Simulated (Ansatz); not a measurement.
Sc₃InB, space group Pm-3m, a single point

With Ansatz 0.2.0, Python API.

Input file `POSCAR`:
```text
Sc3InB
1.0
   4.56000000    0.00000000    0.00000000
   0.00000000    4.56000000    0.00000000
   0.00000000    0.00000000    4.56000000
Sc In B
3 1 1
Direct
   0.00000000    0.50000000    0.50000000
   0.50000000    0.00000000    0.50000000
   0.50000000    0.50000000    0.00000000
   0.00000000    0.00000000    0.00000000
   0.50000000    0.50000000    0.50000000
```

At the Python prompt:
```pycon
>>> from pathlib import Path
>>> import ansatz as az
>>> from ase.io import read
>>> from ase.io.cube import read_cube_data
>>> from ase.units import Bohr
>>> import numpy as np
>>> from pymatgen.core import Structure
>>> from pymatgen.symmetry.analyzer import SpacegroupAnalyzer
>>> config = {
...     'kspacing': 0.26,
...     'smearing': 'Fermi-Dirac',
... }
>>> atoms = read('POSCAR', format='vasp')
>>> structure = az.Crystal.from_ase(atoms)
>>> len(structure.resolved().sites)
5
>>> # the calculation
>>> calculation = (
...     structure.calculation()
...     .kpoints(spacing=config['kspacing'])
...     .occupations(config['smearing'])
...     .functional(az.Functional.PBESOL)
...     .basis(41 * az.Ry)
...     .density()
...     .output_files(volumetric_format='cube')
...     .stress()
...     .band_table()
... )
>>> def show(event):
...     row = event['data']
...     if event['event'] == 'scf_iter' and row.get('harris_foulkes_ev') is not None:
...         print(f'  iteration {row["iter"]:3d}  Harris-Foulkes {row["harris_foulkes_ev"]:.5f} eV  residual {row["dr2_ev"]:.2e}')
...
>>> result = calculation.session().plan().execute(on_event=show)
  iteration   1  Harris-Foulkes -12014.30744 eV  residual 4.58e-02
  iteration   2  Harris-Foulkes -12014.29725 eV  residual 7.67e-03
  iteration   3  Harris-Foulkes -12014.29534 eV  residual 1.57e-04
  iteration   4  Harris-Foulkes -12014.29535 eV  residual 1.51e-05
  iteration   5  Harris-Foulkes -12014.29534 eV  residual 2.26e-06
  iteration   6  Harris-Foulkes -12014.29534 eV  residual 7.70e-08
>>> report = result.report
>>> report['free_energy_ev']
-12014.295341649311
>>> {key: value for key, value in report.items() if isinstance(value, (int, float)) and 'ev' in key}
{'n_hpsi_unsolved_levels': 540, 'gap_by_band_count_ev': -1.115835550119975, 'fermi_energy_ev': 10.248090320779868, 'harris_foulkes_ev': -12014.295341694991, 'free_energy_ev': -12014.295341649311, 'internal_energy_ev': -12014.140931715634, 'lagrangian_ev': -12014.295341649311, 'energy_sigma0_ev': -12014.218136682473, 'lagrangian_sigma0_ev': -12014.218136682473, 'lagrangian_above_aufbau_ev': -0.08139919012545059, 'entropy_ts_ev': 0.15440993367622177, 'loop_fermi_energy_ev': 10.248090320779868, 'occupations_fermi_energy_ev': 10.248090320779868}
>>> report['mixing_algorithm'], report['preconditioner'], report['eigensolver']
('MSR1', 'Kerker', 'band_cg')
>>> print('%-22s %14.5f eV' % ('F = E - TS', report['free_energy_ev']))
F = E - TS               -12014.29534 eV
>>> print('%-22s %14.5f eV' % ('E', report['internal_energy_ev']))
E                        -12014.14093 eV
>>> print('%-22s %14.5f eV' % ('Harris-Foulkes', report['harris_foulkes_ev']))
Harris-Foulkes           -12014.29534 eV
>>> print('%-22s %14.5f eV' % ('Fermi level', report['fermi_energy_ev']))
Fermi level                  10.24809 eV
>>> # cube files hold the density in electrons per cubic bohr
>>> folder = Path(result.write_results('cubes'))
>>> print('\n'.join((folder / 'rho.cube').read_text().splitlines()[: 6 + 5]))
ansatz rho
values in e/bohr^3 (x slowest, z fastest)
    5    0.000000    0.000000    0.000000
   36    0.239365    0.000000    0.000000
   36    0.000000    0.239365    0.000000
   36    0.000000    0.000000    0.239365
   21   21.000000    0.000000    4.308576    4.308576
   21   21.000000    4.308576    0.000000    4.308576
   21   21.000000    4.308576    4.308576    0.000000
   49   49.000000    0.000000    0.000000    0.000000
    5    5.000000    4.308576    4.308576    4.308576
>>> values, cube_atoms = read_cube_data(str(folder / 'rho.cube'))
>>> print('electrons from the file:', round(values.mean() * cube_atoms.get_volume() / Bohr ** 3, 3))
electrons from the file: 49.0
>>> # principal values and the von Mises stress of the deviator
>>> principal = np.linalg.eigvalsh(np.array(report['stress_gpa']))
>>> mises = np.sqrt(0.5 * sum((principal[i] - principal[i - 1]) ** 2 for i in range(3)))
>>> print('principal stresses (GPa, compression positive):', np.round(principal, 3))
principal stresses (GPa, compression positive): [4.503 4.503 4.503]
>>> print(f'mean {principal.mean():.3f} GPa, von Mises {mises:.3f} GPa, PV = {principal.mean() * report["setup"]["cell_volume_ang3"] / 160.21766:.4f} eV')
mean 4.503 GPa, von Mises 0.000 GPa, PV = 2.6648 eV
>>> final = Structure(result.lattice.cell_ang, [s.symbol for s in result.lattice.sites], [s.position_frac for s in result.lattice.sites])
>>> analyser = SpacegroupAnalyzer(final, symprec=0.01)
>>> standard = analyser.get_conventional_standard_structure()
>>> print(analyser.get_crystal_system(), analyser.get_space_group_symbol(), len(standard), 'atoms in the conventional cell')
cubic Pm-3m 5 atoms in the conventional cell
>>> print('a b c (A):', [round(x, 4) for x in standard.lattice.abc], ' angles:', [round(x, 2) for x in standard.lattice.angles])
a b c (A): [4.56, 4.56, 4.56]  angles: [90.0, 90.0, 90.0]
>>> print(f'mass density {float(final.density):.3f} g/cm^3')
mass density 4.562 g/cm^3
>>> edges = report.get('band_edges_ev')
>>> if edges:
...     print(f'band edges on the mesh: {edges[0]:.3f} and {edges[1]:.3f} eV, gap {edges[1] - edges[0]:.3f} eV')
... else:
...     print('no band edges reported (a metal, or a gap too narrow for this smearing); Fermi level', round(report['fermi_energy_ev'], 3), 'eV')
...
no band edges reported (a metal, or a gap too narrow for this smearing); Fermi level 10.248 eV
```

Total energies depend on the potentials; only differences at equal settings carry meaning. A total without «per atom» is that of the cell as typed. For a metal this k-point mesh is coarse: on a finer one energies can move by several to tens of meV an atom and pressures by half a GPa or more, differences at one mesh by less. Only differences from the Fermi energy are physical; the zero of the scale is a convention. A gap by band count of zero or less means overlapping bands, a metal, and at an odd count of electrons it is no gap at all. Densities and potentials on the grid are those of the valence electrons, and inside the cores they hang on the potentials used. The starting cell is as deposited in a crystallographic database; the results hold for this polymorph, which needn't be the stable one. Levels are Kohn-Sham eigenvalues on this mesh, without spin-orbit coupling. Timing: 5.9 s on 1 thread of Intel(R) Xeon(R) Platinum 8259CL CPU @ 2.50GHz (Skylake/Cascade Lake), with other jobs on the host, peak memory 0.56 GiB.
